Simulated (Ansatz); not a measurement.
# MnS: the cost of one run

Computed with Ansatz 0.2.0 (DFT r²SCAN+U (U_eff = 2 eV on Mn d, around-mean-field double counting), plane waves, PAW, unless a step's input says otherwise).

3 further runs of the same task are left out: 3 that didn't finish. Runs told in other sessions of the task aren't counted.

### 1 The system as given

Symmetry: Fm-3m, No. 225, cubic system. The conventional cell has a = 5.224 Å, b = 5.224 Å, c = 5.224 Å, α = 90.00°, β = 90.00°, γ = 90.00°. Mn (site symmetry m-3m) has 6 S at 2.61 Å in its first shell of neighbours. S (site symmetry m-3m) has 6 Mn at 2.61 Å in its first shell of neighbours.

Structure file:

```cif
data_structure
_symmetry_space_group_name_H-M 'Fm-3m'
_symmetry_Int_Tables_number 225
_cell_length_a 5.2245
_cell_length_b 5.2245
_cell_length_c 5.2245
_cell_angle_alpha 90.000
_cell_angle_beta 90.000
_cell_angle_gamma 90.000
_cell_volume 142.60
loop_
_atom_site_label
_atom_site_type_symbol
_atom_site_symmetry_multiplicity
_atom_site_Wyckoff_symbol
_atom_site_fract_x
_atom_site_fract_y
_atom_site_fract_z
_atom_site_occupancy
Mn1 Mn 4 a 0.00000 0.00000 0.00000 1
S1 S 4 b 0.00000 0.00000 0.50000 1
```

### 2 Ferromagnetic start, free, symmetry kept, no search

input.yaml

```yaml
crystal:
  lattice:
    - [0.0, 2.61224989, 2.61224989]
    - [2.61224989, 0.0, 2.61224989]
    - [5.22449978, 5.22449978, 0.0]
  atoms:
    - { symbol: Mn, position: [0.0, 0.0, 0.0], spin: 5.0 }
    - { symbol: S, position: [0.5, 0.5, 0.25] }
    - { symbol: Mn, position: [0.0, 0.0, 0.5], spin: 5.0 }
    - { symbol: S, position: [0.5, 0.5, 0.75] }
basis:
  ecutwfc: 500
  ecutrho_ratio: 4
kpoints:
  mp_grid: { grid: [6, 6, 6] }
hamiltonian:
  xc: r2scan
  hubbard:
    sites: [{ site: 0, l: d, u_eff: 2.0 }, { site: 2, l: d, u_eff: 2.0 }]
    double_counting: amf
scf:
  occupations: { method: gaussian, width: 0.05 }
  lower_state_search: "off"
  max_iter: 150
output:
  forces: true
  stress: true
  eigenvalues: true
  populations: true
  hubbard: { sites: [{ site: 0, l: d }, { site: 2, l: d }] }
magnetization:
  spin_polarized: true
```

Started as:

```
$ ansatz run input.yaml --threads 4 --pin off --max-ram 6144MiB --backend cpu --events-out ev --progress --plain --runs-dir out
```

What time and memory should one allow on 4 threads of Arm Neoverse V2, shared host?

About 8.3 s, with a peak of 0.69 GiB.
